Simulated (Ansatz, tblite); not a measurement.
# B4NH5: chosen isomers compared

The task here is to estimate one member of a computed series from the others.

Program: Ansatz 0.2.0, Gaussian basis. Level of theory: relaxed with r2SCAN-D4/def2-SVP, singlet. These are calculated values, not measurements.

2 further runs of the same task are left out: 2 set aside as unsound or not needed.

**Starting geometry**

10 atoms, charge 0, spin multiplicity 1.

Atoms are counted from 1 here; the program's logs count them from 0.

Bond lengths: B1–B2 1.735 Å, B1–B3 1.555 Å, B1–B4 1.833 Å, B1–N5 1.655 Å, B1–H7 1.163 Å, B2–B4 1.555 Å, B2–N5 1.501 Å, B2–H8 1.167 Å, B3–B4 1.735 Å, B3–N5 1.500 Å, B3–H9 1.167 Å, B4–N5 1.655 Å, B4–H10 1.163 Å, N5–H6 1.011 Å. Angles: B2–B1–B3 99.1°, B2–B1–B4 51.6°, B2–B1–N5 52.5°, B2–B1–H7 112.5°, B3–B1–B4 61.0°, B3–B1–N5 55.6°, B3–B1–H7 141.8°, B4–B1–N5 56.4°, B4–B1–H7 157.2°, N5–B1–H7 131.2°, B1–B2–B4 67.5°, B1–B2–N5 61.0°, B1–B2–H8 134.6°, B4–B2–N5 65.6°, B4–B2–H8 157.5°, N5–B2–H8 124.8°, B1–B3–B4 67.4°, B1–B3–N5 65.6° and more.

Geometry (Å):

```mol
B4H5N
  3D, bonds by distance, orders not assigned

 10 14  0  0  0  0  0  0  0  0999 V2000
    0.5955   -0.9298   -0.1552 B   0  0
    0.7054    0.6839   -0.7818 B   0  0
   -0.7254   -0.7894    0.6531 B   0  0
   -0.7459    0.1276   -0.8200 B   0  0
    0.0876    0.4687    0.5690 N   0  0
    0.2084    1.1073    1.3432 H   0  0
    1.6250   -1.4709   -0.1377 H   0  0
    1.5842    1.4193   -1.0038 H   0  0
   -1.5097   -1.0228    1.4856 H   0  0
   -1.8252    0.4060   -1.1525 H   0  0
  1  2  8  0
  1  3  8  0
  1  4  8  0
  1  5  8  0
  1  7  8  0
  2  4  8  0
  2  5  8  0
  2  8  8  0
  3  4  8  0
  3  5  8  0
  3  9  8  0
  4  5  8  0
  4 10  8  0
  5  6  8  0
M  END
```

The isomers as started, chosen beforehand: A: closo-2-NB4 (H on N); B: closo-1-NB4 (H on N). The structure above is A.

The first run:

in.yaml

```yaml
crystal:
  periodic: [false, false, false]
  atoms:
    - {symbol: B, position_ang: [0.595510, -0.929770, -0.155170]}
    - {symbol: B, position_ang: [0.705390, 0.683870, -0.781810]}
    - {symbol: B, position_ang: [-0.725420, -0.789410, 0.653100]}
    - {symbol: B, position_ang: [-0.745870, 0.127620, -0.820010]}
    - {symbol: N, position_ang: [0.087610, 0.468700, 0.568970]}
    - {symbol: H, position_ang: [0.208350, 1.107310, 1.343240]}
    - {symbol: H, position_ang: [1.625040, -1.470870, -0.137660]}
    - {symbol: H, position_ang: [1.584230, 1.419310, -1.003770]}
    - {symbol: H, position_ang: [-1.509690, -1.022790, 1.485640]}
    - {symbol: H, position_ang: [-1.825150, 0.406030, -1.152530]}
basis:
  gaussian: {orbitals: def2-SVP}
hamiltonian: {xc: r2scan, dispersion: d4}
scf: {omitted_lower_state_checks: [starts]}
output: {orbitals: {seedname: orbitals}}
relax: {f_tol: 0.02, max_steps: 100}
```

On the command line:

```sh
ansatz run in.yaml --threads 2 --pin off --events-out ev --progress --plain --max-ram 4352MiB
```

Steps of the session up to this table: Relaxing candidate A; Relaxing candidate B; Candidate A, first pass, PBE0-D4/def2-SVP; Candidate A, PBE0-D4/def2-TZVP; Candidate A, PBE-D4/def2-TZVP; Candidate A, r2SCAN-D4/def2-TZVP; Candidate A, HF/def2-TZVP; Candidate A, B3LYP-D4/def2-TZVP; Candidate A, LC-ωPBE/def2-TZVP; Candidate A, PBE-D4/def2-SVP; Candidate A, PBE0-D4/def2-SVP; Candidate A, HF/STO-3G; Candidate A, CCSD(T)/def2-TZVP; Candidate A, RPA/def2-TZVP.

One table of the session follows, with a row left open; its other results are not shown here.

```
             method  A above B (kJ/mol)
           GFN1-xTB               149.5
           GFN2-xTB               120.0
          HF/STO-3G               269.0
       HF/def2-TZVP               256.0
    PBE-D4/def2-SVP                   ?
   PBE-D4/def2-TZVP               193.5
r2SCAN-D4/def2-TZVP               201.9
 B3LYP-D4/def2-TZVP               208.2
   PBE0-D4/def2-SVP               211.1
  PBE0-D4/def2-TZVP               207.8
  LC-ωPBE/def2-TZVP               215.3
      RPA/def2-TZVP               210.8
      MP2/def2-TZVP               205.8
     CCSD/def2-TZVP               222.1
  CCSD(T)/def2-TZVP               214.8
```

Estimate the missing values for PBE-D4/def2-SVP.

**Answer.** A above B (kJ/mol): 196.6. In the column «A above B (kJ/mol)» it lies between PBE-D4/def2-TZVP (193.5) and r2SCAN-D4/def2-TZVP (201.9).

Among the levels timed on like hardware and quicker than the yardstick, those that no quicker one beats, quickest first: GFN2-xTB (0.006 s, -94.8 kJ/mol); GFN1-xTB (0.007 s, -65.3 kJ/mol); HF/STO-3G (0.35 s, +54.2 kJ/mol); PBE0-D4/def2-SVP (2.6 s, -3.7 kJ/mol); LC-ωPBE/def2-TZVP (5.9 s, +0.5 kJ/mol).

Times add the two runs; a level without a time comes out of a correlated run.

To keep in mind: Only singlets are compared; another spin may lie lower and prefer another shape.
